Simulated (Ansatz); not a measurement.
# CrO2: the cost of one run

Computed with Ansatz 0.2.0 (DFT LDA, all-electron LAPW, scalar-relativistic unless said, unless a step's input says otherwise).

2 further runs of the same task are left out: 2 that didn't finish.

## (1) The structure to begin with

The structure is tetragonal, space group P4_2/mnm (No. 136). The conventional cell has a = 4.354 Å, b = 4.354 Å, c = 2.855 Å, α = 90.00°, β = 90.00°, γ = 90.00°. Around Cr (site symmetry mmm) lie 6 O at 1.87 Å. O (site symmetry m2m) is surrounded by 3 Cr at 1.87 Å.

Coordinates:

```
CELL_PARAMETERS angstrom
4.35369 0.00000 0.00000
0.00000 4.35369 0.00000
0.00000 0.00000 2.85493
ATOMIC_POSITIONS crystal
Cr 0.00000 0.00000 0.00000
Cr 0.50000 0.50000 0.50000
O 0.30304 0.30304 0.00000
O 0.19696 0.80304 0.50000
O 0.69696 0.69696 0.00000
O 0.80304 0.19696 0.50000
```

Cartesian axes are those of the input's lattice vectors. The structure goes back to a database entry.

## (2) Reference run, LAPW

The input, input.yaml:

```yaml
crystal:
  lattice:
    - [4.35368974942, 0.0, 0.0]
    - [0.0, 4.35368974942, 0.0]
    - [0.0, 0.0, 2.85492655449]
  atoms:
    - { symbol: Cr, position: [0.0, 0.0, 0.0], spin: 1.6 }
    - { symbol: Cr, position: [0.5, 0.5, 0.5], spin: 1.6 }
    - { symbol: O, position: [0.303040344919, 0.303040344919, 0.0] }
    - { symbol: O, position: [0.196959655081, 0.803040344919, 0.5] }
    - { symbol: O, position: [0.696959655081, 0.696959655081, 0.0] }
    - { symbol: O, position: [0.803040344919, 0.196959655081, 0.5] }
magnetization:
  spin_polarized: true
kpoints:
  mp_grid: { grid: [6, 6, 8] }
scf:
  occupations: { method: fermi_dirac, width: 0.05 }
hamiltonian:
  xc: lda
  pseudopotentials: { kind: all_electron, lapw: { basis_error: 0.001 } }
phonons:
  supercell: [1, 1, 1]
```

Launch:

```sh
$ ansatz run input.yaml --threads 2 --pin off --max-ram 10240MiB --backend cpu --events-out ev --progress --plain --runs-dir out
```

What time and memory should one allow on 2 threads of Intel Xeon Platinum 8259CL at 2.50GHz (Skylake/Cascade Lake), shared host?

About 25 min, with a peak of 2.4 GiB.
